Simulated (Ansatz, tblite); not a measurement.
# HgTe with GFN1-xTB from a Python script

These are simulated results from tblite 0.8.0, not measurements. The cell was built from a prototype and was relaxed with r2SCAN in plane waves (Ansatz 0.2.0). Not every such cell is a known phase. All runs are without spin polarisation.

Space group F-43m (No. 216), cubic; a = 6.578 Å in the conventional setting, 35.58 Å³ an atom. Around Hg lie 4 Te at 2.85 Å; around Te lie 4 Hg at 2.85 Å.

tblite solves periodic systems at the zone centre alone, so the script builds a cluster of 2×2×2 conventional cells (64 atoms), which folds in a coarse mesh of k points.

Input script:

```python
import json
from ase import Atoms
from ase.build import make_supercell
from ase.units import Bohr, GPa, Hartree
from tblite.interface import Calculator

atoms = Atoms(['Hg', 'Te'],
              cell=[[0.0, 3.289158, 3.289158], [3.289158, 0.0, 3.289158], [3.289158, 3.289158, 0.0]],
              scaled_positions=[[-0.0, 0.0, 0.0], [0.25, 0.25, 0.25]],
              pbc=True)
cluster = make_supercell(atoms, [[-2, 2, 2], [-2, -2, 2], [2, -2, 2]])
calc = Calculator('GFN1-xTB', cluster.numbers, cluster.positions / Bohr, lattice=cluster.cell[:] / Bohr, periodic=cluster.pbc)
calc.set('temperature', 0.02 / Hartree)
calc.set('max-iter', 150)
res = calc.singlepoint()
levels = res.get('orbital-energies') * Hartree
nv = round(res.get('orbital-occupations').sum() / 2)
cells = len(cluster) // len(atoms)
out = {'energy_per_cell': res.get('energy') * Hartree / cells, 'homo': levels[nv - 1], 'lumo': levels[nv],
       'stress': (-res.get('virial') * Hartree / cluster.get_volume() / GPa).tolist(), 'charges': res.get('charges')[:len(atoms)].tolist(), 'electrons': 2 * nv / cells}
json.dump(out, open('results.json', 'w'))
for key, value in out.items():
    print(key, value)
```

Command: `python run.py`. It took 1.6 s on 1 thread of Arm Neoverse V2 (shared host), peak memory 0.12 GiB.

Output:

```
------------------------------------------------------------
  cycle        total energy    energy error   density error
------------------------------------------------------------
      1     -152.8389995285  -1.5244965E+02   5.6989431E-01
      2     -153.0095446297  -1.7054510E-01   2.9844651E-01
      3     -153.0744830990  -6.4938469E-02   3.6959418E-02
      4     -153.0240048088   5.0478290E-02   1.0822427E-01
      5     -153.0796371492  -5.5632340E-02   1.4591549E-02
      6     -153.0806086566  -9.7150742E-04   1.4304095E-03
      7     -153.0806072250   1.4316215E-06   1.1061070E-03
      8     -153.0806145487  -7.3237017E-06   3.3128891E-04
      9     -153.0806150496  -5.0094408E-07   1.5125310E-04
     10     -153.0806151720  -1.2236629E-07   3.8593218E-05
     11     -153.0806151800  -8.0415248E-09   1.0204671E-05
------------------------------------------------------------

 total:                                   1.048 sec
energy_per_cell -130.17299101598562
homo -6.71578082946276
lumo -6.71578082944148
stress [[1.4366075578761304, 6.302532480353629e-07, -6.302531214274003e-07], [6.30253248013572e-07, 1.4366075578761464, -6.302532047759142e-07], [-6.302531215212644e-07, -6.302532047654517e-07, 1.4366075578761028]]
charges [0.09734422071488369, -0.09735922207933037]
electrons 8.0
```

The cycle table is in hartree for the whole cluster, and the lines after it are in eV (the energy for one cell). The printed stress is in GPa and positive in compression, and the pressure is its mean diagonal.

GFN1-xTB gives no gap at the points read. On the same cell, plane-wave PBE (Ansatz, 6×6×6 k points and the special points) gives no gap at the points read and r2SCAN no gap at the points read; on shared hosts these took about 3 and 6.9 core-seconds on the 2-atom cell, against 1.6 for the script. Spin-orbit coupling, left out in all these runs, can cut or reorder the gap by tenths of an eV, up to about 1 eV with Pb or Bi.

The same script was run on cells scaled at fixed shape and fractional coordinates:

| volume (Å³/atom) | energy (meV/atom) | pressure (GPa, positive in compression) | gap (eV) |
| --- | --- | --- | --- |
| 31.31 | 88.9 | 6.82 | 1.19 |
| 33.45 | 25.1 | 2.99 | 0.42 |
| 35.58 | 0.0 | 1.44 | 0.00 |
| 37.72 | -4.9 | -0.70 | 0.00 |
| 39.85 | 16.4 | -2.42 | 0.00 |

The pressure crosses zero near 37.0 Å³/atom, but the curve is too rough for a fit.

xTB was fitted mostly to molecules, and a small cluster samples few k points, so gaps, pressures and kinks along a curve can be far from a solid's.

Spin-orbit coupling is left out; in compounds of Pb, Bi, Tl or Hg it can lower a gap by up to about 1 eV, split its edges or invert the bands.
